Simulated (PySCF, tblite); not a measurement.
# C₃H₁₂GeOSi, a small molecule taken as a stand-in for a surface group: NMR shifts, core binding energies and electronic excitations, part 2 of 2

tblite 0.8.0 and PySCF 2.14.0. Atoms count from 0, parts from 1. Earlier steps stand in the parts before.

### 5 Core-electron binding energies: SCAN, X2C

What the job is given:

```
{"job": {"kind": "xps", "holes": 5}, "charge": 0, "multiplicity": 1}
Ge    -0.428948     0.056712    -0.267496
C      0.342731     1.727117    -0.903721
C     -2.352910     0.165309    -0.041452
O      0.210048    -0.235293     1.386442
Si     1.691115    -0.390480     2.090657
C      0.106099    -1.455855    -1.369818
H      0.116240     2.543799    -0.202664
H     -0.069005     1.990414    -1.889921
H      1.435663     1.643125    -0.996913
H     -2.734130    -0.760722     0.412632
H     -2.849459     0.309972    -1.012810
H     -2.613716     1.007860     0.615078
H      2.479866     0.881932     2.005758
H      2.504584    -1.467449     1.435639
H      1.510143    -0.741836     3.530038
H      1.202240    -1.532864    -1.420104
H     -0.289127    -2.393014    -0.951459
H     -0.280126    -1.340571    -2.394046
```

With the program's defaults for keys left out, this is: delta-SCF UKS SCAN, pcX-2 on the ionised atom, pcseg-1 elsewhere, spin-free X2C.

The program printed:

```text
ground state, core basis on atom 1 (C), 192 functions
  cycle   1  E = -2580.61058147  |g| = 9.30e-01
  cycle   2  E = -2580.09357824  |g| = 1.81e+00
  cycle   3  E = -2580.77246877  |g| = 3.53e-01
  cycle   4  E = -2580.80128782  |g| = 4.75e-02
  cycle   5  E = -2580.80186316  |g| = 1.14e-02
  cycle   6  E = -2580.80189462  |g| = 5.40e-03
  cycle   7  E = -2580.80190398  |g| = 1.33e-03
  cycle   8  E = -2580.80190164  |g| = 4.45e-04
  E(ground) = -2580.97494593 Eh
hole in C 1s of atom 1
  cycle   1  E = -2569.56392462  |g| = 1.51e+00
  cycle   2  E = -2568.91285201  |g| = 1.79e+00
  cycle   3  E = -2570.08286813  |g| = 3.68e-01
  cycle   4  E = -2570.10378255  |g| = 3.00e-01
  cycle   5  E = -2570.13848843  |g| = 7.18e-02
  cycle   6  E = -2570.14020542  |g| = 2.68e-02
  cycle   7  E = -2570.14056969  |g| = 5.35e-03
  cycle   8  E = -2570.14058904  |g| = 1.50e-03
  cycle   9  E = -2570.14058956  |g| = 7.16e-04
  cycle  10  E = -2570.14058910  |g| = 3.68e-04
  E(ion) = -2570.31314213 Eh   <S^2> = 0.7679   hole on atom = 1.000   binding energy = 290.122 eV
ground state, core basis on atom 2 (C), 192 functions
  cycle   1  E = -2580.80153992  |g| = 5.69e-02
  cycle   2  E = -2580.80147588  |g| = 2.21e-02
  cycle   3  E = -2580.80145105  |g| = 2.40e-02
  cycle   4  E = -2580.80161043  |g| = 1.64e-03
  cycle   5  E = -2580.80161147  |g| = 6.79e-04
  cycle   6  E = -2580.80161207  |g| = 1.20e-04
  E(ground) = -2580.97507285 Eh
hole in C 1s of atom 2
  cycle   1  E = -2569.56461889  |g| = 1.51e+00
  cycle   2  E = -2568.94876150  |g| = 1.77e+00
  cycle   3  E = -2570.09382766  |g| = 3.30e-01
  cycle   4  E = -2570.12758405  |g| = 1.68e-01
  cycle   5  E = -2570.13893658  |g| = 6.39e-02
  cycle   6  E = -2570.14008605  |g| = 2.84e-02
  cycle   7  E = -2570.14045176  |g| = 6.05e-03
  cycle   8  E = -2570.14047319  |g| = 1.44e-03
  cycle   9  E = -2570.14047638  |g| = 6.58e-04
  cycle  10  E = -2570.14047753  |g| = 2.51e-04
  E(ion) = -2570.31295621 Eh   <S^2> = 0.7680   hole on atom = 1.000   binding energy = 290.131 eV
ground state, core basis on atom 3 (O), 192 functions
  cycle   1  E = -2580.83519519  |g| = 1.10e-01
  cycle   2  E = -2580.83233092  |g| = 1.41e-01
  cycle   3  E = -2580.83541545  |g| = 5.50e-02
  cycle   4  E = -2580.83594806  |g| = 5.03e-03
  cycle   5  E = -2580.83595279  |g| = 1.23e-03
  cycle   6  E = -2580.83595380  |g| = 2.19e-04
  E(ground) = -2581.00647051 Eh
hole in O 1s of atom 3
  cycle   1  E = -2560.25990109  |g| = 2.24e+00
  cycle   2  E = -2559.70062677  |g| = 2.26e+00
  cycle   3  E = -2561.04340228  |g| = 4.29e-01
  cycle   4  E = -2561.09163546  |g| = 1.74e-01
  cycle   5  E = -2561.10776433  |g| = 4.62e-02
  cycle   6  E = -2561.10881927  |g| = 8.50e-03
  cycle   7  E = -2561.10885117  |g| = 2.84e-03
  cycle   8  E = -2561.10885682  |g| = 1.31e-03
  cycle   9  E = -2561.10885500  |g| = 5.12e-04
  cycle  10  E = -2561.10885814  |g| = 1.23e-04
  E(ion) = -2561.28041132 Eh   <S^2> = 0.7628   hole on atom = 1.000   binding energy = 536.773 eV
ground state, core basis on atom 4 (Si), 203 functions
  cycle   1  E = -2580.89930180  |g| = 3.07e-01
  cycle   2  E = -2580.89273130  |g| = 2.18e-01
  cycle   3  E = -2580.89280662  |g| = 2.11e-01
  cycle   4  E = -2580.90144167  |g| = 1.79e-02
  cycle   5  E = -2580.90150216  |g| = 2.51e-03
  cycle   6  E = -2580.90149993  |g| = 7.84e-04
  cycle   7  E = -2580.90150112  |g| = 2.31e-04
  E(ground) = -2581.03361638 Eh
hole in Si 2p of atom 4
  cycle   1  E = -2576.63185780  |g| = 1.23e+00
  cycle   2  E = -2576.07353945  |g| = 1.33e+00
  cycle   3  E = -2576.84128912  |g| = 4.19e-01
  cycle   4  E = -2576.94404664  |g| = 1.21e-01
  cycle   5  E = -2576.94874846  |g| = 7.79e-02
  cycle   6  E = -2576.95116392  |g| = 3.51e-02
  cycle   7  E = -2576.95165146  |g| = 9.10e-03
  cycle   8  E = -2576.95168655  |g| = 3.21e-03
  cycle   9  E = -2576.95169597  |g| = 7.03e-04
  cycle  10  E = -2576.95169522  |g| = 3.22e-04
  E(ion) = -2577.09584746 Eh   <S^2> = 0.7515   hole on atom = 1.003   binding energy = 107.152 eV
  2p3/2 = 106.916 eV   2p1/2 = 107.541 eV
ground state, core basis on atom 5 (C), 192 functions
  cycle   1  E = -2580.80170701  |g| = 6.09e-02
  cycle   2  E = -2580.80172532  |g| = 2.62e-02
  cycle   3  E = -2580.80179334  |g| = 2.26e-02
  cycle   4  E = -2580.80190534  |g| = 6.07e-03
  cycle   5  E = -2580.80191480  |g| = 1.72e-03
  cycle   6  E = -2580.80191412  |g| = 2.34e-04
  E(ground) = -2580.97495665 Eh
hole in C 1s of atom 5
  cycle   1  E = -2569.56439014  |g| = 1.51e+00
  cycle   2  E = -2568.91202360  |g| = 1.79e+00
  cycle   3  E = -2570.08387123  |g| = 3.67e-01
  cycle   4  E = -2570.10558820  |g| = 2.95e-01
  cycle   5  E = -2570.13906276  |g| = 7.23e-02
  cycle   6  E = -2570.14079775  |g| = 2.69e-02
  cycle   7  E = -2570.14116523  |g| = 5.36e-03
  cycle   8  E = -2570.14118574  |g| = 1.48e-03
  cycle   9  E = -2570.14118304  |g| = 7.26e-04
  cycle  10  E = -2570.14118689  |g| = 4.35e-04
  E(ion) = -2570.31336204 Eh   <S^2> = 0.7678   hole on atom = 1.000   binding energy = 290.117 eV
```

It took 63 s on 1 thread of Arm Neoverse V1, shared host; peak memory 0.76 GiB.

The holes in one table. −ε is the ground-state orbital energy:

```tsv
hole	stands for	environment	ΔSCF (eV; 2p as the shell's mean)	−ε (eV)	⟨S²⟩
C1s on C1	C1	carbon bonded to Ge, 3 H	290.12	273.4	0.768
C1s on C2	C2	carbon bonded to Ge, 3 H	290.13	273.4	0.768
O1s on O3	O3	oxygen bonded to Ge, Si	536.77	515.9	0.763
Si2p on Si4	Si4	silicon bonded to O, 3 H	107.12	96.2	0.751
C1s on C5	C5	carbon bonded to Ge, 3 H	290.12	273.4	0.768
```

With the spin-orbit splitting: Si4 2p3/2 106.92, 2p1/2 107.54 eV. The table gives each 2p level as the mean over the whole 2p shell (two parts 2p3/2, one part 2p1/2), which differs a little from the single hole in the log.

### 6 Ultraviolet spectrum: CAM-B3LYP/def2-SVPD

The job, as its differences from that of step 5:

```diff
@@ -1,2 +1,2 @@
-{"job": {"kind": "xps", "holes": 5}, "charge": 0, "multiplicity": 1}
+{"job": {"kind": "uv", "xc": "CAM-B3LYP", "basis": "def2-SVPD", "nstates": 6, "ntriplets": 2, "ip": true}, "charge": 0, "multiplicity": 1}
 Ge    -0.428948     0.056712    -0.267496
```

Method: TDDFT CAM-B3LYP/def2-SVPD, vertical, gas phase, core orbitals frozen in the response.

The program printed:

```text
coarse grid: 64216 points
cycle   1  E = -2562.7336266057  dE = -4.453e-01  |g| = 8.975e-01  |ddm| = 5.748e+00
cycle   2  E = -2562.5846412687  dE =  1.490e-01  |g| = 1.283e+00  |ddm| = 3.165e+00
cycle   3  E = -2562.8766855332  dE = -2.920e-01  |g| = 1.413e-01  |ddm| = 1.836e+00
cycle   4  E = -2562.8804057376  dE = -3.720e-03  |g| = 4.318e-02  |ddm| = 2.605e-01
cycle   5  E = -2562.8807107444  dE = -3.050e-04  |g| = 6.286e-03  |ddm| = 6.711e-02
cycle   6  E = -2562.8807182001  dE = -7.456e-06  |g| = 1.595e-03  |ddm| = 1.203e-02
final grid: 134264 points
cycle   7  E = -2562.8807187876  dE = -3.207e-07  |g| = 1.399e-03  |ddm| = 7.089e-03
cycle   8  E = -2562.8807188429  dE = -5.529e-08  |g| = 1.326e-03  |ddm| = 3.689e-03
cycle   9  E = -2562.8807191272  dE = -2.843e-07  |g| = 1.124e-04  |ddm| = 1.783e-03
cycle  10  E = -2562.8807191296  dE = -2.386e-09  |g| = 2.214e-05  |ddm| = 1.690e-04
cycle  11  E = -2562.8807191298  dE = -1.801e-10  |g| = 9.583e-06  |ddm| = 7.379e-05
converged SCF energy = -2562.8807191298

Static polarisability (au): isotropic 95.813, principal 92.215 94.136 101.088

Singlet excitations
state   eV       nm        f      main configurations
  1   7.1173    174.2   0.01546   H->L 0.59, H->L+1 0.18, H->L+2 0.11
  2   7.3793    168.0   0.01941   H-1->L 0.61, H-1->L+1 0.16
  3   7.7060    160.9   0.01813   H->L+1 0.44, H->L 0.30, H-3->L 0.13
  4   7.8552    157.8   0.03579   H-1->L 0.28, H-1->L+1 0.28, H-2->L 0.21
  5   8.2310    150.6   0.07071   H->L+2 0.33, H-3->L 0.23, H->L+1 0.16
  6   8.3300    148.8   0.05779   H->L+4 0.38, H->L+5 0.21, H->L+3 0.09

Triplet excitations (Tamm-Dancoff, eV): 6.7893 7.0470
Vertical ionisation energy (delta-SCF) = 9.9322 eV
```

Run time: 5.6 min. Hardware: 1 thread of Arm Neoverse V1, shared host; peak memory 1.4 GiB.

Frontier orbitals and where they lie:

```tsv
orbital	eV	atoms
HOMO−3	-10.31	Si4 17 %, C5 13 %, H12 13 %
HOMO−2	-10.31	Si4 19 %, C2 17 %, H14 16 %
HOMO−1	-9.48	O3 28 %, C2 17 %, Ge0 12 %
HOMO	-9.29	O3 33 %, C5 14 %, C1 12 %
LUMO	0.85	Ge0 21 %, Si4 10 %, C1 8 %
LUMO+1	1.46	Si4 37 %, H14 12 %, H13 12 %
LUMO+2	1.76	Si4 29 %, C2 12 %, H10 9 %
```

With each of the 6 states as a Gaussian band of 0.4 eV half-width at 1/e, the curve within the window shown has maxima at 151 nm (ε 5,800) L/(mol cm). Beyond the last state computed it falls off for lack of states. The curve at chosen wavelengths:

```
 nm  ε (L/mol/cm)
144          2429
146          3766
148          4962
150          5677
151          5805
153          5645
155          5111
157          4442
159          3797
161          3243
162          3004
164          2597
166          2270
168          2003
170          1772
172          1553
173          1443
175          1219
177           993
179           775
181           577
183           410
184           340
186           225
188           142
190            86
```

Ground-state properties from the same run:

```tsv
property	computed
dipole moment (D)	2.01
polarisability (Å³)	14.20
HOMO–LUMO gap (eV)	10.14
−ε(HOMO) (eV)	9.29
```

### 7 What came out

The summary covers parts 1 to 2.

| quantity | value |
| --- | --- |
| point group | C1 |
| rotational constants (main isotopes) | 2.80, 1.19, 1.18 GHz |
| $^{13}$C shifts against TMS (PBE0/pcSseg-1) | 1.3, 0.7, 0.3 ppm |
| $^{1}$H shifts against TMS (PBE0/pcSseg-1) | 4.98, 4.97, 4.96, 0.58, 0.51, 0.50, 0.49, 0.45, 0.39, 0.07, 0.04, -0.01 ppm |
| $^{73}$Ge shifts against GeMe4 (PBE0/pcSseg-1) | 117 ppm |
| $^{17}$O shifts against H2O (PBE0/pcSseg-1) | 22.1 ppm |
| $^{29}$Si shifts against TMS (PBE0/pcSseg-1) | -43.1 ppm |
| surface potential, 1st and 99th percentile | -1.22 V and 1.07 V |
| C1s binding energies, SCAN/pcX-2 | C2 290.13, C1 290.12, C5 290.12 eV |
| O1s binding energies, SCAN/pcX-2 | O3 536.77 eV |
| Si2p binding energies, SCAN/pcX-2 | Si4 107.12 eV |
| lowest singlet (CAM-B3LYP/def2-SVPD) | 7.12 eV (174 nm), f = 0.015 |
| brightest single state of those computed | state 5, 8.23 eV, f = 0.071 |
| lowest triplet | 6.79 eV |
| vertical ionisation energy (ΔSCF) | 9.93 eV |

**Reading.** Relaxing lowered the energy by 0.339 eV in 8 steps; the close pair that moved most is Ge0–C2, from 2.025 to 1.940 Å (PBE0/def2-SVP). The C1s levels computed lie within 0.01 eV of one another, too close to rank. The lowest singlet, at 7.12 eV, is HOMO→LUMO 0.59, HOMO→LUMO+1 0.18 and is weak; of the 6 states computed, the strongest absorption comes from state 5 at 8.23 eV (the last state computed is bright too, and its partners may lie past the list). The lowest triplet lies 0.33 eV below the lowest singlet (triplets in Tamm-Dancoff, singlets in full TDDFT). ΔSCF puts the ionisation energy at 9.93 eV, 0.64 eV above −ε(HOMO). Spin-orbit coupling is left out, which matters for shieldings and couplings at and beside the heavy atoms. A capped cluster stands for the solid here, so long-range fields and strain are missing, and bands or shifts of the capping hydrogens have no counterpart in it.
